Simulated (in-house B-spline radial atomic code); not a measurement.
# Xe⁵³⁺: isotopes

Aim: how the levels of Xe⁵³⁺ shift from isotope to isotope, through nuclear size; the mass enters as a recoil term, given apart.

The numbers are computed with in-house B-spline radial atomic code version 1 (Dirac-Hartree-Fock, average of configuration, Fermi nucleus, basis-set limit), except any that are marked as measured or tabulated.

## 1. Starting point

```
element       : xenon (Z = 54)
charge        : +53
electrons     : 1
configuration : 1s1
Hamiltonian   : Dirac-Coulomb
nucleus       : Fermi, rms radius 4.721 fm
```

Settings of the run:

```ini
Z = 54
electrons = 1.0
configuration = 1s1
hamiltonian = dirac
method = hf
spin_polarised = False
nucleus = fermi
rms_radius = 4.7211
mass_number = 116
atomic_mass = 115.921580955
speed_of_light = 137.035999084
```

The reference is known from an earlier run: -1519.359346 hartree (electron-nucleus part -3172.0600, recoil term 0.007190119) in all. Up to eight levels, counted from the top:

```
orbital  occupation  energy (eV)  <r> (bohr)
  1s1/2           1     -41343.9     0.02628
```

## 2. Mass number 130

Settings of the run:

```ini
Z = 54
electrons = 1.0
configuration = 1s1
hamiltonian = dirac
method = hf
spin_polarised = False
nucleus = fermi
rms_radius = 4.7818
mass_number = 130
atomic_mass = 129.903509346
speed_of_light = 137.035999084
```

## 3. Mass number 131

Settings of the run:

```ini
Z = 54
electrons = 1.0
configuration = 1s1
hamiltonian = dirac
method = hf
spin_polarised = False
nucleus = fermi
rms_radius = 4.7808
mass_number = 131
atomic_mass = 130.90508412808
speed_of_light = 137.035999084
```

## 4. Mass number 132

Settings of the run:

```ini
Z = 54
electrons = 1.0
configuration = 1s1
hamiltonian = dirac
method = hf
spin_polarised = False
nucleus = fermi
rms_radius = 4.7859
mass_number = 132
atomic_mass = 131.90415508346
speed_of_light = 137.035999084
```

## 5. Mass number 133

Settings of the run:

```ini
Z = 54
electrons = 1.0
configuration = 1s1
hamiltonian = dirac
method = hf
spin_polarised = False
nucleus = fermi
rms_radius = 4.7831
mass_number = 133
atomic_mass = 132.905910748
speed_of_light = 137.035999084
```

## 6. Mass number 134

Settings of the run:

```ini
Z = 54
electrons = 1.0
configuration = 1s1
hamiltonian = dirac
method = hf
spin_polarised = False
nucleus = fermi
rms_radius = 4.7899
mass_number = 134
atomic_mass = 133.90539303
speed_of_light = 137.035999084
```

## 7. Mass number 136

Settings of the run:

```ini
Z = 54
electrons = 1.0
configuration = 1s1
hamiltonian = dirac
method = hf
spin_polarised = False
nucleus = fermi
rms_radius = 4.7964
mass_number = 136
atomic_mass = 135.907214474
speed_of_light = 137.035999084
```

## 8. Mass number 137

Settings of the run:

```ini
Z = 54
electrons = 1.0
configuration = 1s1
hamiltonian = dirac
method = hf
spin_polarised = False
nucleus = fermi
rms_radius = 4.8094
mass_number = 137
atomic_mass = 136.911557771
speed_of_light = 137.035999084
```

## 9. Mass number 138

Settings of the run:

```ini
Z = 54
electrons = 1.0
configuration = 1s1
hamiltonian = dirac
method = hf
spin_polarised = False
nucleus = fermi
rms_radius = 4.8279
mass_number = 138
atomic_mass = 137.914146268
speed_of_light = 137.035999084
```

Q: By how much, and in which direction, does each change move the total energy and the levels?

The runs gave:

All values are changes from the reference run; energy changes under 4e-05 eV count as noise.

| change | rms radius (fm) | δ<r²> (fm²) | Δ total energy (eV) | Δ recoil term, not in the total or the levels (eV) | Δ 1s1/2 level (eV) |
| --- | --- | --- | --- | --- | --- |
| mass number 130 | 4.7818 | +0.577 | +0.07346 | -0.02106 | +0.07346 |
| mass number 131 | 4.7808 | +0.567 | +0.07225 | -0.02239 | +0.07225 |
| mass number 132 | 4.7859 | +0.616 | +0.07845 | -0.02371 | +0.07845 |
| mass number 133 | 4.7831 | +0.589 | +0.07504 | -0.025 | +0.07504 |
| mass number 134 | 4.7899 | +0.654 | +0.08332 | -0.02628 | +0.08332 |
| mass number 136 | 4.7964 | +0.717 | +0.09125 | -0.02877 | +0.09125 |
| mass number 137 | 4.8094 | +0.842 | +0.1071 | -0.03 | +0.1071 |
| mass number 138 | 4.8279 | +1.020 | +0.1298 | -0.0312 | +0.1298 |

**Reading.** The total energy moves by 127 meV for each fm² of δ<r²> (from mass number 138): a larger nucleus binds the s electrons less. For that pair the recoil (mass) term changes by 0.031 eV against 0.13 eV from size, so size rules the shift. The recoil term is approximate.
